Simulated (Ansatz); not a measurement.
Crystal: Ir4W.

```xyz
5
Lattice="1.3778 0.7955 11.3106 -1.3778 0.7955 11.3106 0.0000 -1.5910 11.3106" Properties=species:S:1:pos:R:3 pbc="T T T"
Ir    0.0000    0.0000   13.5614
Ir    0.0000    0.0000   27.1728
Ir    0.0000    0.0000    6.7589
Ir    0.0000    0.0000   20.3703
W     0.0000    0.0000    0.0000
```

The cell comes from a database or a generator and needn't be the stable form of this composition.

- Program: Ansatz 0.2.0
- Task: single point
- Functional: PBE
- Potentials or basis: Ansatz PAW
- Cutoff: 420 eV (not typed: the program's choice for these potentials)
- k mesh: 11 × 11 × 11
- Occupations: fermi-dirac, width 0.05 eV
- Spin: no spin polarisation

On this cell: pressure -1.4 GPa; largest force 0.022 eV/Å; band gap on the k mesh none (metal or under the smearing width).

The same run follows on a disturbed copy (atoms moved at random, drawn with an rms of 0.05 Å):

```
CELL_PARAMETERS angstrom
1.37784 0.79550 11.31056
-1.37784 0.79550 11.31056
0.00000 -1.59099 11.31056
ATOMIC_POSITIONS crystal
Ir 0.40985 0.38792 0.39619
Ir 0.81219 0.81724 0.77546
Ir 0.17838 0.21345 0.20462
Ir 0.60144 0.60747 0.59055
W 0.99035 0.98291 0.02702
```

Question: What does the disturbed cell give?

Answer: The energy (extrapolated to zero smearing) moves by +13.1 meV/atom; pressure -0.3 GPa; largest force 0.772 eV/Å; band gap on the k mesh none (metal or under the smearing width).

Forces in eV/Å, atoms in the order of the input:
```
Ir  -0.116 -0.114  0.718
Ir  -0.048 -0.320 -0.701
Ir   0.191  0.225  0.355
Ir  -0.004 -0.175  0.085
W   -0.022  0.385 -0.457
```

Stress tensor (GPa, compression positive):
```
-0.37  0.12 -0.10
 0.12 -0.35  0.59
-0.10  0.59 -0.19
```
